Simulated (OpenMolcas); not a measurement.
**Sm²⁺ among point charges: CASSCF levels and susceptibility**

Aim: the splitting of the states of Sm²⁺ in the field of 4 point charges, its lowest levels with spin-orbit coupling and its magnetic susceptibility.

Method: state-averaged CASSCF, spin-orbit coupling by RASSI with atomic mean-field integrals. Code: OpenMolcas 26.06.

## Step 1: What is computed

* Species: Sm²⁺ (samarium, Z = 62, 60 electrons)
* Basis: ANO-RCC-VDZP [7s6p4d2f1g], 68 functions
* Scalar Hamiltonian: DKH2, point nucleus
* Inactive shells: 1s 2s 2p 3s 3p 3d 4s 4p 4d 5s 5p
* Active space: 6 electrons in 7 orbitals (4f)
* Some configurations of this space: 4f⁶
* Orbitals: optimised for the highest spin of each parity, averaged over all roots

The outer shells:

4f6
```
4f [↑ ][↑ ][↑ ][↑ ][↑ ][↑ ][  ]
```

The ion sits among 4 point charges of -1 e arranged as a tetrahedron (Td), 2.42 Å from the ion.

The work runs as a chain of OpenMolcas steps in one folder; each step below is one input file. Labels, J, g values, rates, χT and fits are worked out afterwards by a script from the matrices that RASSI stores.

## Step 2: One- and two-electron integrals

Contents of a.inp:

```
&GATEWAY
Coord
1

Sm 0.0 0.0 0.0
Basis=ANO-RCC-VDZP
Group=NoSym
NoMove
AngMom=0.0 0.0 0.0
AMFI
XField
4 Angstrom 0
1.397188 1.397188 1.397188 -1.000000
1.397188 -1.397188 -1.397188 -1.000000
-1.397188 1.397188 -1.397188 -1.000000
-1.397188 -1.397188 1.397188 -1.000000
&SEWARD
```

Command:

```bash
$ OMP_NUM_THREADS=1 MOLCAS_MEM=2252 MOLCAS_PROJECT=a pymolcas a.inp > a.log
```

## Step 3: CASSCF: septets, 7 roots

Contents of a.inp:

```
&RASSCF
FileOrb=start.orb
Symmetry=1
Spin=7
nActEl=6 0 0
Inactive=27
Ras2=7
CIRoot=7 7 1
SDav=7
CIMx=300
Iter=120 100
PrWF=0.3
OrbListing=Nothing
MaxOrb=0
>>> COPY $Project.JobIph JOB001
```

start.orb holds the contracted functions of the basis, ordered by shell, or the orbitals of the step before.

## Step 4: CASSCF: quintets, 140 roots

Contents of a.inp:

```
&RASSCF
FileOrb=start.orb
Symmetry=1
Spin=5
nActEl=6 0 0
Inactive=27
Ras2=7
CIRoot=140 140 1
SDav=140
CIMx=300
Iter=120 100
PrWF=0.3
OrbListing=Nothing
MaxOrb=0
CIOnly
>>> COPY $Project.JobIph JOB002
```

## Step 5: CASSCF: triplets, 162 roots

Contents of a.inp:

```
&RASSCF
FileOrb=start.orb
Symmetry=1
Spin=3
nActEl=6 0 0
Inactive=27
Ras2=7
CIRoot=162 162 1
SDav=588
CIMx=300
Iter=120 100
PrWF=0.3
OrbListing=Nothing
MaxOrb=0
CIOnly
>>> COPY $Project.JobIph JOB003
```

## Step 6: Reference wave functions, singlets, 162 roots

Contents of a.inp:

```
&RASSCF
FileOrb=start.orb
Symmetry=1
Spin=1
nActEl=6 0 0
Inactive=27
Ras2=7
CIRoot=162 162 1
SDav=490
CIMx=300
Iter=120 100
PrWF=0.3
OrbListing=Nothing
MaxOrb=0
CIOnly
>>> COPY $Project.JobIph JOB004
```

## Step 7: RASSI: spin-orbit coupling between the states

Contents of a.inp:

```
&RASSI
NrOfJobIphs=3 7 86 75
1 2 3 4 5 6 7
1 2 3 4 5 6 7 8 9 10 11 12 13 14 15 16 17 18 19 20 21 22 23 24 25 26 27
28 29 30 31 32 33 34 35 36 37 38 39 40 41 42 43 44 45 46 47 48 49 50 51
52 53 54 55 56 57 58 59 60 61 62 63 64 65 66 67 68 69 70 71 72 73 74 75
76 77 78 79 80 81 82 83 84 85 86
1 2 3 4 5 6 7 8 9 10 11 12 13 14 15 16 17 18 19 20 21 22 23 24 25 26 27
28 29 30 31 32 33 34 35 36 37 38 39 40 41 42 43 44 45 46 47 48 49 50 51
52 53 54 55 56 57 58 59 60 61 62 63 64 65 66 67 68 69 70 71 72 73 74 75
IphNames
JOB001
JOB002
JOB003
EJob
SpinOrbit
DIPRint=1.0
SOCoupling=1000.0
Subsets=2
Property=9
'ANGMOM' 1 'ANGMOM' 2 'ANGMOM' 3 'MLTPL  1' 1 'MLTPL  1' 2 'MLTPL  1' 3
'AMFI' 1 'AMFI' 2 'AMFI' 3
SOProperty=3
'ANGMOM' 1 'ANGMOM' 2 'ANGMOM' 3
```

What does the calculation give? Wanted: spin-free ground state; first state of the same spin within the active space; lowest level; next level.

As calculated:

```
                                            quantity                            value
                                              method                           CASSCF
                              spin-free ground state  7A2, 1-fold in its orbital part
first state of the same spin within the active space                  7T2 at 186 cm⁻¹
                                        lowest level                        1-fold A1
                                          next level                       277.7 cm⁻¹
                                         χT at 300 K                   1.52 cm³ K/mol
                           effective moment at 300 K                          3.48 μB
```

What this shows: The spin-free ground state (7A2) comes to 100 % from free-ion F terms and keeps the highest spin of the shell. The quintets, triplets, singlets rest on orbitals optimised for another spin in at least one step, which raises them against the optimised states. Not all states of the active space went into the spin-orbit step. High states of lower spin are left out of the spin-orbit mixing, and CASSCF puts spin-flip levels too high. This is an electrostatic model: the charges have no orbitals.
